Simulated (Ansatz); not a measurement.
# BrH3Si: the cost of one run

Program: Ansatz 0.2.0. Level of theory: the levels named in each step. These are calculated values, not measurements.

### Step 1. The starting structure

Bond lengths: Si1–Br2 2.210 Å, Si1–H3 1.452 Å, Si1–H4 1.456 Å, Si1–H5 1.452 Å. Angles: Br2–Si1–H3 105.7°, Br2–Si1–H4 105.5°, Br2–Si1–H5 105.7°, H3–Si1–H4 113.0°, H3–Si1–H5 113.0°, H4–Si1–H5 113.1°.

As a file:

```xyz
5

Si   -1.5788    0.0694   -0.0175
Br    0.6294   -0.0277    0.0070
H    -1.9071    1.4532   -0.3125
H    -2.0011   -0.3450    1.3127
H    -2.0002   -0.8485   -1.0611
```

### Step 2. A rough first relaxation, PBE-D4/def2-SVP

This run stands in another session on the same molecule. It ended at:

```xyz
5

Si   -1.5289    0.0672   -0.0159
Br    0.7095   -0.0309    0.0070
H    -1.9489    1.4759   -0.3163
H    -2.0457   -0.3492    1.3297
H    -2.0436   -0.8615   -1.0759
```

### Step 3. Relaxation, PBE0-D4/def2-TZVPP

This run stands in another session on the same molecule. It ended at:

```xyz
5

Si   -1.5347    0.0675   -0.0159
Br    0.6823   -0.0297    0.0067
H    -1.9387    1.4601   -0.3129
H    -2.0344   -0.3448    1.3149
H    -2.0323   -0.8515   -1.0641
```

### Step 4. Relaxation, CCSD(T)/cc-pV(T+d)Z

The input, input.yaml:

```yaml
crystal:
  periodic: [false, false, false]
  atoms:
    - { symbol: Si, position_ang: [-1.53465637, 0.06745165, -0.0159318] }
    - { symbol: Br, position_ang: [0.68231637, -0.02972456, 0.00667373] }
    - { symbol: H, position_ang: [-1.938659, 1.46007782, -0.31288487] }
    - { symbol: H, position_ang: [-2.03435967, -0.3448063, 1.31491319] }
    - { symbol: H, position_ang: [-2.03231133, -0.85149862, -1.06411026] }
basis:
  gaussian: { orbitals: "cc-pV(T+d)Z.json" }
correlation:
  method: ccsd_t
relax:
  f_tol: 0.002
  max_steps: 40
```

Command:

```sh
> ansatz run input.yaml --threads 8 --pin off --max-ram 22528MiB --backend cpu --events-out ev --progress --plain --runs-dir out
```

Q: Estimate wall time and peak memory on 8 threads of AMD EPYC (Zen 3), shared host.

About 4.6 min, with a peak of 1.1 GiB.
